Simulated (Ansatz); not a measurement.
MnPt2: elastic constants with PBE

The system is MnPt2.

```
Pt Mn
1.0
     2.85840    0.00000    0.00000
    -1.42920    2.47545    0.00000
     0.00000    0.00000    6.53250
Pt Mn
2 1
Direct
  0.66667 0.33333 0.31621
  0.33333 0.66667 0.68379
  0.00000 0.00000 0.00000
```

The cell comes from a database or a generator and needn't be the stable form of this composition.

| Item | Value |
| --- | --- |
| Program | Ansatz 0.2.0 |
| Task | elastic constants |
| Functional | PBE |
| Potentials or basis | Ansatz PAW |
| Cutoff | 420 eV (not typed: the program's choice for these potentials) |
| k mesh | 8 × 8 × 3 |
| Occupations | fermi-dirac, width 0.05 eV |
| Spin | collinear spin, ferromagnetic start |
| Starting moments | [0.0, 0.0, 4.0] μB |
| Atoms under strain | clamped |

```yaml
Pressure: -0.8 GPa
Largest_force: 0.003 eV/Å
Band_gap_on_the_k_mesh: none (metal or under the smearing width)
Net_moment: 4.44 μB per cell
Absolute_moment: 4.55 μB per cell
Site_moments: Pt +0.28; Mn +3.72 μB
Voigt_bulk_modulus: 174 GPa
```

Forces in eV/Å, atoms in the order of the input:
```
Pt   0.000  0.000 -0.003
Pt   0.000  0.000  0.003
Mn   0.000  0.000  0.000
```

Stress tensor (GPa, compression positive):
```
-0.74  0.00  0.00
 0.00 -0.74  0.00
 0.00  0.00 -1.06
```

Levels at points of the mesh, in eV from the Fermi level:
Spin up:
```csv
k point,band 25,band 26,band 27,band 28,band 29,band 30,band 31,band 32
"(0.00, 0.00, 0.00)",-1.55,-1.55,-1.01,-1.01,-0.79,-0.79,10.11,11.14
"(0.00, -0.50, 0.00)",-0.21,-0.09,0.24,1.59,1.80,2.05,5.77,5.84
```
Spin down:
| k point | band 22 | band 23 | band 24 | band 25 | band 26 | band 27 |
| --- | --- | --- | --- | --- | --- | --- |
| (0.00, 0.00, 0.00) | -1.83 | -1.83 | -0.86 | -0.86 | 0.73 | 1.34 |
| (0.00, -0.50, 0.00) | 0.13 | 0.14 | 0.21 | 1.68 | 2.01 | 2.36 |

Elastic tensor in Voigt notation (GPa, ions clamped, in the Cartesian axes of the cell as first typed):
```
256 103 131  24   0   0
103 256 131 -24   0   0
131 131 322   0   0   0
 24 -24   0  58   0   0
  0   0   0   0  58  24
  0   0   0   0  24  76
```

Run time: 30 s on 2 threads of Arm Neoverse V1, on a shared host, peak memory 0.46 GiB.

Caveat: elastic constants of metals need much finer meshes, so these are rough. Spin-orbit coupling is left out, which matters for the levels of Pt.
